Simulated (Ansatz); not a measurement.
# BrH5Sn: the cost of one run

Program: Ansatz 0.2.0. Level of theory: RKS PBE/def2-SVP. These are calculated values, not measurements.

### Step 1. The structure to begin with

Bond lengths: Sn1–H3 1.740 Å, Sn1–H4 1.739 Å, Sn1–H5 1.739 Å, Sn1–Br6 2.890 Å. Angles: H3–Sn1–H4 109.5°, H3–Sn1–H5 109.5°, H3–Sn1–Br6 178.9°, H4–Sn1–H5 109.5°, H4–Sn1–Br6 70.0°, H5–Sn1–Br6 70.0°.

Coordinates:

```xyz
7

Sn    0.0000    0.0000    0.0000
H     0.0000    0.0000    2.0900
H     1.6408    0.0000   -0.5794
H    -0.8195    1.4198   -0.5794
H    -0.8195   -1.4198   -0.5794
Br   -2.7426    0.0000    0.9113
H    -1.0109    0.0000    2.1450
```

### Step 2. A restrained relaxation towards end A

Springs on the bonds that form and break draw the guess towards this end; the thresholds are loose.

File input.yaml:

```yaml
crystal:
  periodic: [false, false, false]
  atoms:
    - { symbol: Sn, position_ang: [0.0, 0.0, 0.0] }
    - { symbol: H, position_ang: [0.0, 0.0, 2.09] }
    - { symbol: H, position_ang: [1.6408, 0.0, -0.5794] }
    - { symbol: H, position_ang: [-0.8195, 1.4198, -0.5794] }
    - { symbol: H, position_ang: [-0.8195, -1.4198, -0.5794] }
    - { symbol: Br, position_ang: [-2.7426, 0.0, 0.9113] }
    - { symbol: H, position_ang: [-1.0109, 0.0, 2.145] }
basis:
  gaussian: { orbitals: def2-SVP }
hamiltonian:
  xc: pbe
relax:
  f_tol: 0.15
  max_steps: 25
  restrain:
    - { distance: [0, 5], at: 3.79, k: 30.0 }
    - { distance: [6, 1], at: 1.86, k: 30.0 }
    - { distance: [0, 1], at: 1.74, k: 30.0 }
    - { distance: [6, 5], at: 1.55, k: 30.0 }
output:
  orbitals: {}
```

On the command line:

```
> ansatz run input.yaml --threads 1 --pin off --max-ram 2048MiB --backend cpu --events-out ev --progress --plain --runs-dir out
```

What time and memory should one allow on 1 thread of Arm Neoverse V2, shared host?

About 18 s, with a peak of 0.15 GiB.
